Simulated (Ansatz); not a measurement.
# CH₄AlCl₂N: a ladder of functionals and wavefunction methods

Aim: compute CH₄AlCl₂N with functionals from several rungs and with coupled cluster, and see how far each lands from CCSD(T) at the basis-set limit for the atomisation energy.

Computed with Ansatz 0.2.0, Gaussian basis. Level: functionals in def2-TZVPP, the program's frozen cores in correlated methods.

Plan: LDA (SPW92), PBE-D4, revPBE-D4, BLYP-D4, r2SCAN-D4, B97M-V, PBE0-D4, B3LYP-D4, r2SCANh-D4, r2SCAN0-D4, HSE06-D4, BHLYP-D4, CAM-B3LYP-D4, LC-ωPBE, ωB97X-V, ωB97M-V, B2PLYP, PBE-QIDH; CCSD(T)/def2-SVP; CCSD(T)/def2-TZVPP; MP2/def2-QZVPP; extrapolation to the limit; RPA on PBE.

### 1 The relaxed structure

The geometry comes from an earlier relaxation with PBE0-D4 in a triple-zeta def2 set; it is a stationary point, not always the lowest conformer.

SMILES `C[NH][Al]([Cl])[Cl]`, 9 atoms, charge 0, spin multiplicity 1.

Atoms are counted from 1 here; the program's logs count them from 0.

Bond lengths: C1–N2 1.449 Å, C1–H6 1.092 Å, C1–H7 1.095 Å, C1–H8 1.095 Å, N2–Al3 1.748 Å, N2–H9 1.009 Å, Al3–Cl4 2.084 Å, Al3–Cl5 2.083 Å. Angles: N2–C1–H6 109.9°, N2–C1–H7 112.0°, N2–C1–H8 112.0°, H6–C1–H7 107.4°, H6–C1–H8 107.4°, H7–C1–H8 108.0°, C1–N2–Al3 128.6°, C1–N2–H9 112.6°, Al3–N2–H9 118.8°, N2–Al3–Cl4 120.0°, N2–Al3–Cl5 119.8°, Cl4–Al3–Cl5 120.2°.

### 2 LDA

This LDA is Slater exchange with PW92 correlation.

Contents of in.yaml:

```yaml
crystal:
  periodic: [false, false, false]
  atoms:
    - {symbol: C, position_ang: [-0.551199, -0.601323, 1.053946]}
    - {symbol: N, position_ang: [0.315977, 0.330627, 0.361106]}
    - {symbol: Al, position_ang: [0.532208, 0.545909, -1.360516]}
    - {symbol: Cl, position_ang: [-0.544187, -0.630925, -2.701582]}
    - {symbol: Cl, position_ang: [1.867763, 1.980649, -2.065746]}
    - {symbol: H, position_ang: [-1.099168, -1.207674, 0.330256]}
    - {symbol: H, position_ang: [-1.291390, -0.087738, 1.677117]}
    - {symbol: H, position_ang: [0.012852, -1.287637, 1.694859]}
    - {symbol: H, position_ang: [0.845645, 0.911714, 0.993459]}
basis:
  gaussian: {orbitals: def2-TZVPP}
hamiltonian: {xc: lda}
output: {orbitals: {seedname: orbitals}}
```

Command:

```bash
> ansatz run in.yaml --threads 4 --pin off --events-out ev --progress --plain --max-ram 10444MiB
```

After this run come: PBE-D4 (GGA); revPBE-D4 (GGA); BLYP-D4 (GGA); r2SCAN-D4 (meta-GGA); B97M-V (meta-GGA); B3LYP-D4 (hybrid); r2SCANh-D4 (hybrid); r2SCAN0-D4 (hybrid); HSE06-D4 (hybrid); BHLYP-D4 (hybrid); CAM-B3LYP-D4 (range-separated); LC-ωPBE (range-separated); ωB97X-V (range-separated); ωB97M-V (range-separated); B2PLYP (double hybrid); PBE-QIDH (double hybrid); CCSD(T) in def2-SVP; CCSD(T) in def2-TZVPP; MP2 in def2-QZVPP; RPA on PBE orbitals.

Q: Predict the results of all the runs planned. Wanted: atomisation energy, CCSD(T)/CBS; farthest beyond LDA; mean size of error, GGA; mean size of error, meta-GGA; mean size of error, hybrid; mean size of error, range-separated; mean size of error, double hybrid; gap, smallest and largest; T1 diagnostic.

As calculated:

| quantity | value |
| --- | --- |
| atomisation energy, CCSD(T)/CBS | 3231.8 kJ/mol |
| functionals within 16.2 kJ/mol (0.5 %) | r2SCAN-D4, PBE0-D4, r2SCANh-D4, HSE06-D4, CAM-B3LYP-D4, ωB97X-V, ωB97M-V |
| farthest beyond LDA | BHLYP-D4 (-97.1 kJ/mol) |
| mean size of error, GGA | 38.0 kJ/mol |
| mean size of error, meta-GGA | 12.0 kJ/mol |
| mean size of error, hybrid | 30.6 kJ/mol |
| mean size of error, range-separated | 11.2 kJ/mol |
| mean size of error, double hybrid | 34.5 kJ/mol |
| gap, smallest and largest | 4.44 eV (LDA (SPW92)), 11.77 eV (LC-ωPBE) |
| T1 diagnostic | 0.0093 |
| triples share of the correlation energy | 3.9 % |

What this shows: LDA overbinds by 418.2 kJ/mol (13 %). PBE-D4 is off by +39.5 kJ/mol. Double hybrids carry the basis error of their MP2 part in triple zeta, and no dispersion term here, so their miss is partly the set-up's. The rungs range-separated, meta-GGA miss on average by less than the doubt on the reference (16.2 kJ/mol), so they tie. Misses under about 16.2 kJ/mol are within the doubt on the reference itself, which lacks core-valence correlation, relativity and higher excitations. Hartree-Fock recovers 73 % of the binding; the rest is correlation. CCSD(T) in def2-SVP is off by -206.1 kJ/mol, more than most functionals: a good method in a small basis is no reference. Orbital gaps span 4.4 to 11.8 eV; exact exchange widens them.
